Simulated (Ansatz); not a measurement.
# InNH3 (SMILES [NH2][InH]) at U-wB97M-V/def2-SVP (core potential)

Aim: the electronic atomisation energy of InNH3 at U-wB97M-V/def2-SVP (core potential), from 4 runs. 

Program for the calculation: Ansatz 0.2.0.

41 further runs of the same task are left out: 41 set aside as unsound or not needed.

**1. Starting point**

The species is InNH3 (5 atoms), meant as a doublet with charge 0. SMILES: `[NH2][InH]`. The shape is that of a PBE0-D4/def2-TZVP optimisation. This is one conformer, not always the lowest.

Bond lengths: N1–In2 2.036 Å, N1–H3 1.011 Å, N1–H4 1.009 Å, In2–H5 1.761 Å. Angles: N1–In2–H5 116.4°, In2–N1–H3 120.0°, In2–N1–H4 120.8°, H3–N1–H4 109.8°.

**2. The energy at U-wB97M-V/def2-SVP (core potential)**

Input file job.yaml:

```yaml
basis:
  gaussian:
    orbitals: def2-SVP
crystal:
  periodic: [false, false, false]
  atoms:
    - {symbol: N, position_ang: [-0.299400, -0.736500, 0.264700]}
    - {symbol: In, position_ang: [0.846600, 0.946400, 0.296000]}
    - {symbol: H, position_ang: [-0.846800, -0.960800, -0.554700]}
    - {symbol: H, position_ang: [0.017600, -1.585600, 0.707600]}
    - {symbol: H, position_ang: [0.331900, 2.262600, -0.755100]}
magnetization:
  spin_polarized: true
  initial_magnetization: 1
hamiltonian:
  xc: {name: wB97M-V}
accuracy: high
output:
  orbitals: {seedname: orbitals}
```

Run with:

```
$ ansatz run job.yaml --threads 1 --pin off --max-ram 3480MiB --events-out events.jsonl --progress --plain --runs-dir runs
```

The log of the run:

```text
Warning: RAYON_NUM_THREADS=1 ignored (pool sized by the plan → 1); use --threads N
Functional definition: wB97M-V
  name "wB97M-V"
  parameter omega = 0.3/bohr
  parameter cx = 0.15
  parameter cx01 = 1.007
  parameter cx10 = 0.259
  parameter css00 = 0.443
  parameter css04 = -1.437
  parameter css10 = -4.535
  parameter css20 = -3.390
  parameter css43 = 4.278
  parameter cos00 = 1.000
  parameter cos10 = 1.358
  parameter cos20 = 2.924
  parameter cos21 = -8.812
  parameter cos60 = -1.390
  parameter cos61 = 9.142
  parameter b = 6.0
  parameter c = 0.01
  gx(w, u) = 1 - cx + cx01*u + cx10*w
  gss(w, u) = css00 + css04*u^4 + css10*w + css20*w^2 + css43*w^4*u^3
  gos(w, u) = cos00 + cos10*w + (cos20 + cos21*u)*w^2 + (cos60 + cos61*u)*w^6
  exchange = spin_sum(e_x_unif_sr(omega)*gx(b97_w, b97_u_x)) + cx*exact_x_sr(omega) + exact_x_lr(omega)
  correlation = spin_sum(e_c_pw_mod_same_spin*gss(b97_w, b97_u_same))
      + integral(e_c_pw_mod_opposite_spin*gos(b97_w_opposite, b97_u_opposite)) + vv10(b, c)
1332 factors; integrals over basis functions are off by at most 2.7e-9 eV
284 factors; integrals over basis functions are off by at most 1.5e-9 eV
mean field evaluation 1: about -6702.4401 eV, gradient 3.5e1 eV
mean field evaluation 2: about -6696.9078 eV, gradient 4.8e1 eV
mean field evaluation 4: about -6707.9309 eV, gradient 6.4e-1 eV
mean field evaluation 8: about -6707.9885 eV, gradient 1.2e-1 eV
mean field evaluation 16: about -6707.9892 eV, gradient 4.8e-4 eV
mean field -6707.98919338 eV, -246.5140560182 hartree, gradient 5.8e-8 eV, S^2 0.753812; 0 other end points of the search recorded, 0 dependent functions left out
reference -6707.98919727 eV, -246.5140561614 hartree; 16, 15 occupied and 39, 40 virtual orbitals, 1332 factors
Total energy: -6707.98919727 eV, -246.5140561614 hartree
```

Run time: 61 s. Hardware: 1 thread of Arm Neoverse V1, shared host; peak memory 0.67 GiB.

**3. The H atom**

Input file in.yaml:

```yaml
crystal:
  periodic: [false, false, false]
  atoms:
    - symbol: H
      position_ang: [0.000000, 0.000000, 0.000000]
basis:
  gaussian: {orbitals: def2-SVP}
hamiltonian: {xc: {name: wB97M-V}}
magnetization: {spin_polarized: true, initial_magnetization: 1}
total_charge: 0
accuracy: high
```

Run with:

```
$ ansatz run in.yaml --threads 1 --pin off --max-ram 3480MiB --events-out events.jsonl --progress --plain --runs-dir runs
```

The log of the run (excerpt; [...] marks lines left out):

```text
Warning: RAYON_NUM_THREADS=1 ignored (pool sized by the plan → 1); use --threads N
Functional definition: wB97M-V
  name "wB97M-V"
[...]
  gx(w, u) = 1 - cx + cx01*u + cx10*w
  gss(w, u) = css00 + css04*u^4 + css10*w + css20*w^2 + css43*w^4*u^3
  gos(w, u) = cos00 + cos10*w + (cos20 + cos21*u)*w^2 + (cos60 + cos61*u)*w^6
[...]
      + integral(e_c_pw_mod_opposite_spin*gos(b97_w_opposite, b97_u_opposite)) + vv10(b, c)
15 factors; integrals over basis functions are off by at most 8.9e-10 eV
15 factors; integrals over basis functions are off by at most 7.0e-10 eV
[...]
mean field -13.38016317 eV, -0.4917119273 hartree, gradient 7.8e-9 eV, S^2 0.750000; 0 other end points of the search recorded, 0 dependent functions left out
reference -13.38016526 eV, -0.4917120041 hartree; 1, 0 occupied and 4, 5 virtual orbitals, 15 factors
Total energy: -13.38016526 eV, -0.4917120041 hartree
```

Run time: 0.66 s. Hardware: 1 thread of Arm Neoverse V1, shared host; peak memory 0.1 GiB.

**4. The In atom, same level**

Input file job.yaml:

```yaml
crystal:
  periodic: [false, false, false]
  atoms:
    - symbol: In
      position_ang: [0.000000, 0.000000, 0.000000]
basis:
  gaussian: {orbitals: def2-SVP}
magnetization: {spin_polarized: true, initial_magnetization: 1}
accuracy: high
hamiltonian: {xc: {name: wB97M-V}}
```

Run with:

```
$ ansatz run job.yaml --threads 1 --pin off --max-ram 3480MiB --events-out events.jsonl --progress --plain --runs-dir runs
```

The log of the run (excerpt; [...] marks lines left out):

```text
Warning: RAYON_NUM_THREADS=1 ignored (pool sized by the plan → 1); use --threads N
Functional definition: wB97M-V
  name "wB97M-V"
[...]
  gx(w, u) = 1 - cx + cx01*u + cx10*w
  gss(w, u) = css00 + css04*u^4 + css10*w + css20*w^2 + css43*w^4*u^3
  gos(w, u) = cos00 + cos10*w + (cos20 + cos21*u)*w^2 + (cos60 + cos61*u)*w^6
[...]
      + integral(e_c_pw_mod_opposite_spin*gos(b97_w_opposite, b97_u_opposite)) + vv10(b, c)
230 factors; integrals over basis functions are off by at most 1.2e-9 eV
102 factors; integrals over basis functions are off by at most 7.1e-10 eV
[...]
mean field -5171.68640721 eV, -190.0559699698 hartree, gradient 4.6e-8 eV, S^2 0.752401; 0 other end points of the search recorded, 0 dependent functions left out
reference -5171.68640919 eV, -190.0559700427 hartree; 11, 10 occupied and 15, 16 virtual orbitals, 230 factors
Total energy: -5171.68640919 eV, -190.0559700427 hartree
```

Wall time 15 s (1 thread of Arm Neoverse V1, shared host); peak memory 0.36 GiB.

**5. The N atom, same level**

Input file run.yaml:

```yaml
crystal:
  periodic: [false, false, false]
  atoms:
    - {symbol: N, position_ang: [0.000000, 0.000000, 0.000000]}
basis:
  gaussian:
    orbitals: def2-SVP
hamiltonian:
  xc: {name: wB97M-V}
accuracy: high
magnetization:
  spin_polarized: true
  initial_magnetization: 3
```

Run with:

```
$ ansatz run run.yaml --threads 1 --pin off --max-ram 3480MiB --events-out events.jsonl --progress --plain --runs-dir runs
```

The log of the run (excerpt; [...] marks lines left out):

```text
Warning: RAYON_NUM_THREADS=1 ignored (pool sized by the plan → 1); use --threads N
Functional definition: wB97M-V
  name "wB97M-V"
[...]
  gx(w, u) = 1 - cx + cx01*u + cx10*w
  gss(w, u) = css00 + css04*u^4 + css10*w + css20*w^2 + css43*w^4*u^3
  gos(w, u) = cos00 + cos10*w + (cos20 + cos21*u)*w^2 + (cos60 + cos61*u)*w^6
[...]
      + integral(e_c_pw_mod_opposite_spin*gos(b97_w_opposite, b97_u_opposite)) + vv10(b, c)
95 factors; integrals over basis functions are off by at most 1.5e-9 eV
54 factors; integrals over basis functions are off by at most 8.9e-10 eV
[...]
mean field -1483.71226402 eV, -54.5254200065 hartree, gradient 3.6e-8 eV, S^2 3.753012; 0 other end points of the search recorded, 0 dependent functions left out
reference -1483.71226518 eV, -54.5254200492 hartree; 5, 2 occupied and 9, 12 virtual orbitals, 95 factors
Total energy: -1483.71226518 eV, -54.5254200492 hartree
```

Wall time 1.9 s (1 thread of Arm Neoverse V1, shared host); peak memory 0.15 GiB.

**6. Results**

Level: U-wB97M-V/def2-SVP (core potential).

| quantity | value |
| --- | --- |
| molecule: total energy | -246.51406 Eh |
| molecule: HOMO energy (highest over α and β) | -7.46 eV |
| molecule: LUMO energy (lowest over α and β) | -0.91 eV |
| molecule: ⟨S²⟩ | 0.754 |
| H atom: total energy | -0.49171 Eh |
| H atom: ⟨S²⟩ | 0.750 |
| In atom: total energy | -190.05597 Eh |
| In atom: ⟨S²⟩ | 0.752 |
| N atom: total energy | -54.52542 Eh |
| N atom: ⟨S²⟩ | 3.753 |
| electronic atomisation energy | 12.450 eV |

What this shows: Taking the molecule apart into free atoms costs 12.45 eV (287 kcal/mol), before zero-point energy and without spin-orbit coupling.
